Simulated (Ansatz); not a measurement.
# AlH3S3: the cost of one run

Method: RKS PBE-D4/def2-SVP, in Ansatz 0.2.0.

### Step 1. The system as given

Bond lengths: S1–Al2 2.210 Å, Al2–S3 2.239 Å, Al2–S4 2.291 Å, S1–H5 1.450 Å, S3–H6 1.396 Å, S4–H7 1.391 Å. Angles: S1–Al2–S3 119.4°, S1–Al2–S4 122.0°, S3–Al2–S4 118.6°, Al2–S1–H5 92.8°, Al2–S3–H6 93.2°, Al2–S4–H7 91.7°.

Coordinates:

```xyz
7

S    -2.1985    0.1686    0.3487
Al   -0.0368   -0.1970    0.0714
S     1.3841    0.2946    1.7311
S     0.8063   -1.0678   -1.8729
H    -2.1159    1.5078   -0.2002
H     1.2756   -0.9740    2.3044
H     0.9465    0.1998   -2.4281
```

### Step 2. End point A

File input.yaml:

```yaml
crystal:
  periodic: [false, false, false]
  atoms:
    - { symbol: S, position_ang: [-2.1985, 0.1686, 0.3487] }
    - { symbol: Al, position_ang: [-0.0368, -0.197, 0.0714] }
    - { symbol: S, position_ang: [1.3841, 0.2946, 1.7311] }
    - { symbol: S, position_ang: [0.8063, -1.0678, -1.8729] }
    - { symbol: H, position_ang: [-2.1159, 1.5078, -0.2002] }
    - { symbol: H, position_ang: [1.2756, -0.974, 2.3044] }
    - { symbol: H, position_ang: [0.9465, 0.1998, -2.4281] }
basis:
  gaussian: { orbitals: def2-SVP }
hamiltonian:
  xc: pbe
  dispersion: d4
relax:
  f_tol: 0.015
  max_steps: 40
```

Run with:

```bash
$ ansatz run input.yaml --threads 1 --pin off --max-ram 2048MiB --backend cpu --events-out ev --progress --plain --runs-dir out
```

Q: Estimate wall time and peak memory on 1 thread of Arm Neoverse V1, shared host.

About 57 s, with a peak of 0.12 GiB.
